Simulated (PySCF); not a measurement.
# CrH4O4 ([Cr(OH)4]+): the cost of one run

Computed with PySCF 2.14.0 and routines of our own; the level stands in each step. Atoms count from 0.

### 1 The starting structure

9 atoms, charge 1, states of the metal's open shell are computed; geometry from: model geometry, bond lengths from ionic radii.

### 2 Ligand-field states: state-averaged CASSCF

Job settings and geometry (Å):

```
{"job": {"kind": "lf", "basis": {"metal": "x2c-TZVPall", "ligand": "x2c-SVPall"}, "nevpt": true}, "charge": 1, "metal": "Cr", "open_shell": "d1"}
Cr     0.000000     0.000000     0.000000
O      0.981495     0.981495     0.981496
H      0.727579     1.858950     1.293265
O     -0.981495    -0.981495     0.981496
H     -0.727579    -1.858950     1.293265
O     -0.981495     0.981495    -0.981496
H     -1.858950     0.727579    -1.293265
O      0.981495    -0.981495    -0.981496
H      1.858950    -0.727579    -1.293265
```

Method: state-averaged CASSCF of the metal d shell, SC-NEVPT2 on the averaged canonical orbitals, state-interaction spin-orbit coupling.

Started as:

```console
OMP_NUM_THREADS=1 python lf_run.py task.json out
```

The driver reads the jobs from task.json and runs them one after another.

**Question.** How long does this first job take on 1 thread of Arm Neoverse V1, shared host, and how much memory does it need?

About 5.5 s, with a peak of 0.29 GiB.
